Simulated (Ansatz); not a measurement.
# OsCl4: the cost of one run

Method: DFT LDA without U, plane waves, PAW, no spin–orbit coupling unless a run says so, in Ansatz 0.2.0.

## 1. The system as given

The structure is orthorhombic, space group Cmmm (No. 65). The conventional cell has a = 7.929 Å, b = 8.326 Å, c = 3.560 Å, α = 90.00°, β = 90.00°, γ = 90.00°. Os (site symmetry mmm) has 6 Cl at 2.26 to 2.38 Å as nearest neighbours. Cl (site symmetry m2m) has 2 Os at 2.38 Å as nearest neighbours. Cl (site symmetry 2mm) has 1 Os at 2.26 Å as nearest neighbours.

Structure file:

```cif
data_structure
_symmetry_space_group_name_H-M 'Cmmm'
_symmetry_Int_Tables_number 65
_cell_length_a 7.9290
_cell_length_b 8.3260
_cell_length_c 3.5600
_cell_angle_alpha 90.000
_cell_angle_beta 90.000
_cell_angle_gamma 90.000
_cell_volume 235.02
loop_
_atom_site_label
_atom_site_type_symbol
_atom_site_symmetry_multiplicity
_atom_site_Wyckoff_symbol
_atom_site_fract_x
_atom_site_fract_y
_atom_site_fract_z
_atom_site_occupancy
Os1 Os 2 a 0.00000 0.00000 0.00000 1
Cl1 Cl 4 j 0.50000 0.68940 0.50000 1
Cl2 Cl 4 g 0.28520 0.00000 0.00000 1
```

## 2. Ferromagnetic start, free, symmetry kept, no search

Contents of input.yaml:

```yaml
crystal:
  lattice:
    - [3.9645, -4.163, 0.0]
    - [3.9645, 4.163, 0.0]
    - [0.0, 0.0, 3.56]
  atoms:
    - { symbol: Os, position: [0.0, 0.0, 0.0], spin: 4.0 }
    - { symbol: Cl, position: [0.8106, 0.1894, 0.5] }
    - { symbol: Cl, position: [0.1894, 0.8106, 0.5] }
    - { symbol: Cl, position: [0.2852, 0.2852, 0.0] }
    - { symbol: Cl, position: [0.7148, 0.7148, 0.0] }
basis:
  ecutwfc: 420
  ecutrho_ratio: 4
kpoints:
  mp_grid: { grid: [4, 4, 5] }
hamiltonian:
  xc: lda
scf:
  occupations: { method: gaussian, width: 0.05 }
  lower_state_search: "off"
  max_iter: 150
output:
  forces: true
  stress: true
  eigenvalues: true
  populations: true
  hubbard: { sites: [{ site: 0, l: d }] }
magnetization:
  spin_polarized: true
```

The run is started by

```bash
> ansatz run input.yaml --threads 4 --pin off --max-ram 6144MiB --backend cpu --events-out ev --progress --plain --runs-dir out
```

Q: Estimate wall time and peak memory on 4 threads of Arm Neoverse V1, shared host.

About 3 s, with a peak of 0.45 GiB.
